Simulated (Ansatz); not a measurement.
**AlF₃H₅NSi: how energies converge with the basis set**

An exercise on one series of results from a longer session: the logs are not shown, and one member is left open.

Program: Ansatz 0.2.0, Gaussian basis. Level of theory: one geometry, several basis sets. These are calculated values, not measurements.

Levels to be run: PBE0-D4/def2-SVP; ωB97M-V/def2-SVP; PBE0-D4/def2-QZVPP; ωB97M-V/def2-QZVPP; the functionals' def2-TZVPP values are taken from earlier runs.

## The relaxed structure

An earlier PBE0-D4 in a triple-zeta def2 set relaxation fixed the geometry.

SMILES `[F][Al-]([F])([F])[NH2+][SiH3]`, 11 atoms, charge 0, spin multiplicity 1.

Atoms are counted from 1 here; the program's logs count them from 0.

Bond lengths: F1–Al2 1.656 Å, Al2–F3 1.663 Å, Al2–F4 1.656 Å, Al2–N5 1.990 Å, N5–Si6 1.807 Å, N5–H7 1.018 Å, N5–H8 1.018 Å, Si6–H9 1.474 Å, Si6–H10 1.485 Å, Si6–H11 1.474 Å. Angles: F1–Al2–F3 116.2°, F1–Al2–F4 117.2°, F1–Al2–N5 101.5°, F3–Al2–F4 116.2°, F3–Al2–N5 99.4°, F4–Al2–N5 101.6°, Al2–N5–Si6 113.2°, Al2–N5–H7 106.7°, Al2–N5–H8 106.7°, Si6–N5–H7 111.6°, Si6–N5–H8 111.6°, H7–N5–H8 106.5°, N5–Si6–H9 106.8°, N5–Si6–H10 107.2°, N5–Si6–H11 106.8°, H9–Si6–H10 110.6°, H9–Si6–H11 114.5°, H10–Si6–H11 110.6°.

As a file:

```
F    -1.9570   -1.8727   -0.4111
Al   -0.3422   -1.6263   -0.1383
F     0.1224   -1.4995    1.4532
F     0.7225   -2.3883   -1.1523
N    -0.1301    0.2735   -0.6919
Si    0.4398    1.3454    0.6460
H     0.5160    0.2794   -1.4786
H    -1.0316    0.5751   -1.0560
H     1.7646    0.8463    1.0559
H     0.5485    2.7183    0.0919
H    -0.5874    1.2917    1.7017
```

Set-up of the first run:

The input, in.yaml:

```yaml
crystal:
  periodic: [false, false, false]
  atoms:
    - {symbol: F, position_ang: [-1.957027, -1.872712, -0.411143]}
    - {symbol: Al, position_ang: [-0.342236, -1.626263, -0.138280]}
    - {symbol: F, position_ang: [0.122377, -1.499472, 1.453180]}
    - {symbol: F, position_ang: [0.722544, -2.388255, -1.152342]}
    - {symbol: N, position_ang: [-0.130107, 0.273539, -0.691939]}
    - {symbol: Si, position_ang: [0.439798, 1.345370, 0.646016]}
    - {symbol: H, position_ang: [0.515967, 0.279400, -1.478583]}
    - {symbol: H, position_ang: [-1.031648, 0.575106, -1.055981]}
    - {symbol: H, position_ang: [1.764631, 0.846259, 1.055890]}
    - {symbol: H, position_ang: [0.548459, 2.718347, 0.091906]}
    - {symbol: H, position_ang: [-0.587357, 1.291681, 1.701676]}
basis:
  gaussian: {orbitals: def2-SVP}
hamiltonian: {xc: pbe0, dispersion: d4}
output: {orbitals: {seedname: orbitals}}
```

The run is started by

```console
> ansatz run in.yaml --threads 4 --pin off --events-out ev --progress --plain --max-ram 10444MiB
```

Steps of the session up to this table: PBE0-D4 in def2-SVP; ωB97M-V in def2-SVP; PBE0-D4 in def2-QZVPP; ωB97M-V in def2-QZVPP.

One table of the session follows, with a row left open; its other results are not shown here.

It belongs to the step «Density functionals: the series». 

```
functional       basis  HOMO (eV)
   PBE0-D4    def2-SVP     -10.06
   PBE0-D4  def2-TZVPP     -10.17
   PBE0-D4  def2-QZVPP     -10.19
   ωB97M-V    def2-SVP     -12.36
   ωB97M-V  def2-TZVPP     -12.47
   ωB97M-V  def2-QZVPP          ?
```

Q: Estimate the row for ωB97M-V, def2-QZVPP from the others.

The run gave: HOMO (eV): -12.49. In the column «HOMO (eV)» it is the lowest.
